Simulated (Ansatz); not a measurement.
# WCl₆: vertical ionisation energy

One table from this session's results is given with a row withheld; the runs are named, their logs left out.

Computed with Ansatz 0.2.0, Gaussian basis. Level: unrestricted cation, the program's frozen cores in correlated methods.

The runs, in order: UKS PBE-D4/def2-TZVPP; UKS r2SCAN-D4/def2-TZVPP; UKS PBE0-D4/def2-TZVPP; UKS B3LYP-D4/def2-TZVPP; UKS wB97X-V/def2-TZVPP; UKS wB97M-V/def2-TZVPP; UKS B2PLYP/def2-TZVPP; UHF-CCSD(T)/def2-TZVPP; UHF-MP2/def2-QZVPP; extrapolation to the limit; then −ε(HOMO) from the neutral's earlier runs with LDA (SPW92), PBE-D4, revPBE-D4, BLYP-D4, r2SCAN-D4, B97M-V, PBE0-D4, B3LYP-D4, r2SCANh-D4, r2SCAN0-D4, HSE06-D4, BHLYP-D4, CAM-B3LYP-D4, LC-ωPBE, ωB97X-V, ωB97M-V.

## The relaxed structure

All runs share one geometry, relaxed beforehand with PBE0-D4 in a triple-zeta def2 set. W takes the def2 core potential; no spin-orbit term is included.

SMILES `[Cl][W]([Cl])([Cl])([Cl])([Cl])[Cl]`, 7 atoms, charge 0, spin multiplicity 1.

Atoms are counted from 1 here; the program's logs count them from 0.

Bond lengths: Cl1–W2 2.287 Å, W2–Cl3 2.287 Å, W2–Cl4 2.287 Å, W2–Cl5 2.287 Å, W2–Cl6 2.287 Å, W2–Cl7 2.287 Å. Angles: Cl1–W2–Cl3 90.0°, Cl1–W2–Cl4 90.0°, Cl1–W2–Cl5 180.0°, Cl1–W2–Cl6 90.0°, Cl1–W2–Cl7 90.0°, Cl3–W2–Cl4 180.0°, Cl3–W2–Cl5 90.0°, Cl3–W2–Cl6 90.0°, Cl3–W2–Cl7 90.0°, Cl4–W2–Cl5 90.0°, Cl4–W2–Cl6 90.0°, Cl4–W2–Cl7 90.0°, Cl5–W2–Cl6 90.0°, Cl5–W2–Cl7 90.0°, Cl6–W2–Cl7 180.0°.

Set-up of the first run:

in.yaml

```yaml
crystal:
  periodic: [false, false, false]
  atoms:
    - {symbol: Cl, position_ang: [-1.314492, -1.469937, 1.158998]}
    - {symbol: W, position_ang: [0.000002, 0.000000, 0.000001]}
    - {symbol: Cl, position_ang: [1.112910, 0.525001, 1.928126]}
    - {symbol: Cl, position_ang: [-1.112941, -0.525000, -1.928104]}
    - {symbol: Cl, position_ang: [1.314506, 1.469914, -1.159014]}
    - {symbol: Cl, position_ang: [-1.505065, 1.672019, 0.413514]}
    - {symbol: Cl, position_ang: [1.505090, -1.671997, -0.413519]}
basis:
  gaussian: {orbitals: def2-TZVPP}
total_charge: 1
magnetization: {spin_polarized: true, initial_magnetization: 1}
hamiltonian: {xc: pbe, dispersion: d4}
```

Started as:

```
$ ansatz run in.yaml --threads 2 --pin off --events-out ev --progress --plain --max-ram 32768MiB --backend cuda --devices 0, --max-vram 18GiB
```

Steps of the session up to this table: Cation, UKS PBE-D4/def2-TZVPP; Cation, UKS r2SCAN-D4/def2-TZVPP; Cation, UKS PBE0-D4/def2-TZVPP; Cation, UKS B3LYP-D4/def2-TZVPP; Cation, UKS wB97X-V/def2-TZVPP; Cation, UKS wB97M-V/def2-TZVPP; Cation, UKS B2PLYP (frozen core)/def2-TZVPP; Cation, UHF-CCSD(T)/def2-TZVPP; Cation, UHF-MP2/def2-QZVPP.

One table of the session follows, with a row left open; its other results are not shown here.

Orbital estimates, from the neutral's runs:

```
  functional  −ε(HOMO) (eV)
 LDA (SPW92)           7.94
      PBE-D4           7.79
   revPBE-D4           7.73
     BLYP-D4           7.60
   r2SCAN-D4           8.17
      B97M-V           8.27
     PBE0-D4           9.15
    B3LYP-D4           8.87
  r2SCANh-D4           8.66
  r2SCAN0-D4           9.40
    HSE06-D4           8.75
    BHLYP-D4              ?
CAM-B3LYP-D4          10.47
     LC-ωPBE          11.90
     ωB97X-V          11.52
     ωB97M-V          11.34
```

Estimate the missing values for BHLYP-D4.

Worked estimate for «−ε(HOMO) (eV)». Against the share of exact exchange, BLYP-D4 (0, 7.60), B3LYP-D4 (0.2, 8.87) give a slope of 6.35 per unit share; at 0.5 the line stands at 10.77.

The run gave: −ε(HOMO) (eV): 10.36. In «−ε(HOMO) (eV)» the line misses by +0.41.

Limits of these values: The cation may have settled in a state other than its lowest; no search over hole states beyond the program's own was made. In point group Oh the highest level is often degenerate; the cation then breaks the symmetry, and the runs may pick different components.
